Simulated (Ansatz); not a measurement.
# C₅H₆Se: basis-set convergence

An exercise on one series of results from a longer session: the logs are not shown, and one member is left open.

Program: Ansatz 0.2.0, Gaussian basis. Level of theory: one geometry, several basis sets. These are calculated values, not measurements.

The runs, in order: PBE0-D4/def2-SVP; ωB97M-V/def2-SVP; PBE0-D4/def2-QZVPP; ωB97M-V/def2-QZVPP; the functionals' def2-TZVPP values are taken from earlier runs.

## The relaxed structure

All runs share one geometry, relaxed beforehand with PBE0-D4 in a triple-zeta def2 set.

SMILES `Cc1ccc[se]1`, 12 atoms, charge 0, spin multiplicity 1.

Atoms are counted from 1 here; the program's logs count them from 0.

Bond lengths: C1–C2 1.488 Å, C1–H7 1.092 Å, C1–H8 1.093 Å, C1–H9 1.093 Å, C2–C3 1.359 Å, C2–Se6 1.867 Å, C3–C4 1.424 Å, C3–H10 1.084 Å, C4–C5 1.355 Å, C4–H11 1.083 Å, C5–Se6 1.854 Å, C5–H12 1.079 Å. Angles: C2–C1–H7 109.8°, C2–C1–H8 111.9°, C2–C1–H9 111.9°, H7–C1–H8 107.9°, H7–C1–H9 107.9°, H8–C1–H9 107.4°, C1–C2–C3 127.9°, C1–C2–Se6 122.1°, C3–C2–Se6 110.0°, C2–C3–C4 115.9°, C2–C3–H10 121.5°, C4–C3–H10 122.6°, C3–C4–C5 114.9°, C3–C4–H11 122.7°, C5–C4–H11 122.5°, C4–C5–Se6 111.2°, C4–C5–H12 127.9°, Se6–C5–H12 121.0° and more.

Set-up of the first run:

Contents of in.yaml:

```yaml
crystal:
  periodic: [false, false, false]
  atoms:
    - {symbol: C, position_ang: [-0.420679, -0.723351, 1.849715]}
    - {symbol: C, position_ang: [-0.207178, -0.086133, 0.522519]}
    - {symbol: C, position_ang: [0.618752, -0.495336, -0.475525]}
    - {symbol: C, position_ang: [0.624083, 0.311959, -1.648337]}
    - {symbol: C, position_ang: [-0.202288, 1.384766, -1.604915]}
    - {symbol: Se, position_ang: [-1.105942, 1.468456, 0.011379]}
    - {symbol: H, position_ang: [0.204003, -1.614586, 1.935857]}
    - {symbol: H, position_ang: [-1.460922, -1.027845, 1.993077]}
    - {symbol: H, position_ang: [-0.160405, -0.050717, 2.671404]}
    - {symbol: H, position_ang: [1.232225, -1.383877, -0.375029]}
    - {symbol: H, position_ang: [1.240620, 0.087529, -2.510389]}
    - {symbol: H, position_ang: [-0.362250, 2.129145, -2.369776]}
basis:
  gaussian: {orbitals: def2-SVP}
hamiltonian: {xc: pbe0, dispersion: d4}
output: {orbitals: {seedname: orbitals}}
```

Launch:

```bash
> ansatz run in.yaml --threads 2 --pin off --events-out ev --progress --plain --max-ram 32768MiB --backend cpu
```

Steps of the session up to this table: PBE0-D4 in def2-SVP; ωB97M-V in def2-SVP; PBE0-D4 in def2-QZVPP; ωB97M-V in def2-QZVPP.

One of the session's tables, all rows but one given; the rest of the session is left out.

It belongs to the step «Density functionals: the series». 

```
functional       basis  HOMO (eV)  LUMO (eV)
   PBE0-D4    def2-SVP      -6.51      -0.32
   PBE0-D4  def2-TZVPP      -6.54      -0.46
   PBE0-D4  def2-QZVPP      -6.55      -0.50
   ωB97M-V    def2-SVP      -8.62       1.74
   ωB97M-V  def2-TZVPP      -8.66       1.52
   ωB97M-V  def2-QZVPP          ?          ?
```

**Question.** Estimate the row for ωB97M-V, def2-QZVPP.

The run gave: HOMO (eV): -8.67; LUMO (eV): 1.43. In the column «HOMO (eV)» it is the lowest.
